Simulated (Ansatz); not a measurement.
A run of Ansatz 0.2.0 is set up as follows.

input.yaml

```yaml
crystal:
  lattice:
    - [-3.371459, 3.371459, 7.371348]
    - [3.371459, -3.371459, 7.371348]
    - [3.371459, 3.371459, -7.371348]
  atoms:
    - { symbol: Ba, position: [0.0, 0.0, 0.0] }
    - { symbol: Rb, position: [0.5, 0.5, 0.0] }
    - { symbol: Rb, position: [0.25, 0.75, 0.5] }
    - { symbol: Rb, position: [0.75, 0.25, 0.5] }
hamiltonian:
  xc: pbe
  pseudopotentials: { kind: paw }
kpoints:
  mp_grid: { grid: [6, 6, 6] }
scf:
  occupations: { method: fermi_dirac, width: 0.05 }
output:
  forces: true
  stress: true
  eigenvalues: true
  write_density: true
  write_potential: true
  elf: true
  volumetric_format: npy
relax:
  f_tol: 0.01
  max_steps: 40
  cell: { stress_tol: 0.05 }
```

Potentials or basis: Ansatz PAW.

The run is started by

```sh
$ ansatz run input.yaml --threads 2 --pin off --max-ram 5632MiB --backend cpu --events-out ev --progress --plain --runs-dir out
```

Task: Estimate the relaxed volume.

Result: 83.28 Å³/atom.

Task: Predict the band gap on the k mesh.

Result: None (metal or under the smearing width).

Task: What does it give for the space group after relaxing (to 0.05 Å)?

Result: I4/mmm (No. 139).

Step by step:
| step | energy change (eV) | largest force (eV/Å) | volume (Å³) |
| --- | --- | --- | --- |
| 1 | 0.0000 | 0.0000 | 335.15 |
| 2 | -0.0001 | 0.0000 | 335.03 |
| 3 | -0.0014 | 0.0000 | 333.13 |
| 4 | -0.0014 | 0.0000 | 333.13 |

Caveat: the plane-wave basis is chosen anew once the cell has moved, so the energies of steps on either side of that aren't comparable. The run has no spin-orbit coupling, so splittings on Ba are missing.
